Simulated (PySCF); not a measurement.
# ErCl3(H2O): other functionals and bases at one geometry

An exercise on one series of results from a longer session: the logs are not shown, and one member is left open.

Method: several levels, as the steps say, no spin–orbit coupling; program: PySCF 2.14.0.

1 further run of the same task is left out (for a known fault of the program).

## Starting geometry

7 atoms, charge 0, spin multiplicity 1.

Bond lengths: Er1–Cl2 2.468 Å, Er1–Cl3 2.458 Å, Er1–Cl4 2.464 Å, Er1–O5 2.332 Å, O5–H6 0.967 Å, O5–H7 0.966 Å. Angles: Cl2–Er1–Cl3 118.4°, Cl2–Er1–Cl4 120.2°, Cl2–Er1–O5 90.9°, Cl3–Er1–Cl4 117.0°, Cl3–Er1–O5 103.8°, Cl4–Er1–O5 96.5°, Er1–O5–H6 121.6°, Er1–O5–H7 127.6°, H6–O5–H7 108.0°.

As a file:

```xyz
7
Cl3ErH2O
Er    0.01533   -0.03001    0.02293
Cl    1.10020    1.89465    1.12262
Cl   -1.63418   -1.32946    1.30056
Cl    1.12583   -1.17295   -1.85663
O    -1.28920    1.40258   -1.27521
H    -1.25870    2.36201   -1.15738
H    -1.68469    1.22078   -2.13782
```

Formal oxidation states: Er +3. Each metal's 11 4f electrons lie in its core potential, so multiplicities, spins and levels count the valence alone. An earlier session relaxed this geometry at PBE0, Er lcecp-1-SVP with ECP57, Cl def2-SVP, O def2-SVP, H def2-SVP (singlet, point group C1).

At PBE0 on the finer grid: E = -1494.553067 Eh, HOMO -8.45 eV, LUMO -1.39 eV, Mulliken charge on Er1 +0.84 e, largest force component 0.010 eV/Å. 

Levels to run: CAM-B3LYP; HF; PBE0, TZVP. Hardware: 2 threads of Intel Xeon Platinum 8259CL at 2.50GHz (Skylake/Cascade Lake), shared host.

The first run:

run.py (the lines that set the calculation) reads:

```python
mol = gto.M(atom='''
Er     0.01533    -0.03001     0.02293
Cl     1.10020     1.89465     1.12262
Cl    -1.63418    -1.32946     1.30056
Cl     1.12583    -1.17295    -1.85663
O     -1.28920     1.40258    -1.27521
H     -1.25870     2.36201    -1.15738
H     -1.68469     1.22078    -2.13782''',
    basis={'Er': 'lcecp-1-SVP', 'Cl': 'def2-SVP', 'O': 'def2-SVP', 'H': 'def2-SVP'},
    ecp={'Er': 'lcecp-1-SVP'},
    charge=0, spin=0)
mf = dft.RKS(mol, xc='CAMB3LYP')
mf.grids.atom_grid = (75, 302)  # f atoms: unpruned, at least (60, 302)
mf = mf.density_fit()  # fitting sets: Er AutoAux, Cl def2-universal-JKFIT, O def2-universal-JKFIT, H def2-universal-JKFIT
mf.conv_tol = 1e-08; mf.max_cycle = 55
mf.kernel(dm0)  # dm0: the density of the relaxed state
```

Command:

```bash
$ OMP_NUM_THREADS=2 python run.py
```

Steps of the session up to this table: CAM-B3LYP; HF; PBE0, TZVP.

One table of the session follows, with a row left open; its other results are not shown here.

```
              level  HOMO (eV)  gap (eV)  charge on Er1 (e)  dipole (D)  largest force component (eV/Å)
PBE0 (relaxed here)      -8.45      7.06               0.84        5.87                            0.01
          CAM-B3LYP          ?         ?                  ?           ?                               ?
                 HF     -11.68     12.74               1.25        6.08                            0.87
         PBE0, TZVP      -8.58      6.99               1.37        5.79                            0.21
```

Q: Estimate the row for CAM-B3LYP from the others.

**Answer.** HOMO (eV): -9.71; gap (eV): 9.08; charge on Er1 (e): 0.77; dipole (D): 5.92; largest force component (eV/Å): 0.13. In the column «HOMO (eV)» it lies between HF (-11.68) and PBE0, TZVP (-8.58).

In one basis the HOMO–LUMO gap runs from 7.06 eV (PBE0) to 12.74 eV (HF). The largest leftover force, 0.87 eV/Å with HF, stands at a geometry relaxed at another level. With 4f in the core, its levels are missing from HOMO and gap, and its count is fixed, so no charge can pass from the ligands into it. Total energies of different levels can't be compared.
